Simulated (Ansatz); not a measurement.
# AlCo (CsCl type): how the settings move a single-point run

How sensitive is a single-point run of AlCo (CsCl type) to its settings? A reference run comes first, then one run with altered input.

Method: reference: DFT, PBE, PAW with Ansatz's default frozen-core files, scalar-relativistic, in Ansatz 0.2.0.

### Step 1. Starting point

Symmetry: Pm-3m, No. 221, cubic system. Conventional cell: a = 2.557 Å, b = 2.557 Å, c = 2.557 Å, α = 90.00°, β = 90.00°, γ = 90.00°. Co (site symmetry m-3m) has 8 Al at 2.21 Å as nearest neighbours. Al (site symmetry m-3m) is surrounded by 8 Co at 2.21 Å.

Structure file:

```xyz
2
Lattice="2.5565 0.0000 0.0000 0.0000 2.5565 0.0000 0.0000 0.0000 2.5565" Properties=species:S:1:pos:R:3 pbc="T T T"
Co    0.0000    0.0000    0.0000
Al    1.2783    1.2783    1.2783
```

### Step 2. The reference run

Input file input.yaml:

```yaml
crystal:
  lattice:
    - [2.5565320088, 0.0, 0.0]
    - [0.0, 2.5565320088, 0.0]
    - [0.0, 0.0, 2.5565320088]
  atoms:
    - { symbol: Co, position: [0.0, 0.0, 0.0] }
    - { symbol: Al, position: [0.5, 0.5, 0.5] }
kpoints:
  mp_grid: { grid: [14, 14, 14] }
scf:
  occupations: { method: fermi_dirac, width: 0.08 }
hamiltonian:
  xc: pbe
  pseudopotentials: { kind: paw }
output:
  forces: true
  stress: true
  eigenvalues: true
  populations: true
```

Command:

```sh
$ ansatz run input.yaml --threads 1 --pin off --max-ram 2048MiB --backend cpu --events-out ev --progress --plain --runs-dir out
```

### Step 3. Changing settings: chi_scale 0.3, pseudopotentials.kind nc, pseudopotentials.accuracy standard, accuracy medium

input.yaml, as its differences from that of step 2:

```diff
@@ -12,5 +12,6 @@
   occupations: { method: fermi_dirac, width: 0.08 }
+  initial_density: { chi_scale: 0.3 }
 hamiltonian:
   xc: pbe
-  pseudopotentials: { kind: paw }
+  pseudopotentials: { kind: nc, accuracy: standard }
 output:
@@ -20 +21,6 @@
   populations: true
+  write_density: true
+  write_potential: true
+  elf: true
+  volumetric_format: npy
+accuracy: medium
```

Q: Predict the outcome of this session. Wanted: for each run, ending; energy change; pressure; gap; force.

As calculated:

| run | ending | energy change | pressure (GPa) | gap (eV) | force (eV/Å) | cycles | time |
| --- | --- | --- | --- | --- | --- | --- | --- |
| reference | converged | - | 117.8 | 0.00 | 0.00 | 6 | 2 s |
| 1: chi_scale 0.3, pseudopotentials.kind nc, pseudopotentials.accuracy standard, accuracy medium | converged | not comparable | 117.8 | 0.00 | 0.00 | 7 | 6.6 s |

Times don't compare one to one where runs were asked for different outputs or read a saved state (see the inputs); cycles may leave out searches for a lower state.

Residual by cycle in the longest SCF loop of each run; runs are numbered as in the table. The quantity is the density residual dr2, in eV.

| cycle | reference | run 1 |
| --- | --- | --- |
| 1 | 0.0285 | 0.43 |
| 2 | 0.0107 | 0.187 |
| 3 | 5.9e-4 | 0.721 |
| 4 | 7.7e-7 | 0.0085 |
| 5 | 2.2e-8 | 1.4e-5 |
| 6 | 1.2e-9 | 1.0e-6 |
| 7 | - | 9.5e-9 |

After a change of potentials the difference of the totals has no physical meaning; pressure, gap, moments and forces, where computed, barely move. The structure is not at rest: the sound run finds 118 GPa, so these are no properties of the relaxed crystal. The reference has no spin polarisation; with Co present, a magnetic state may lie lower.
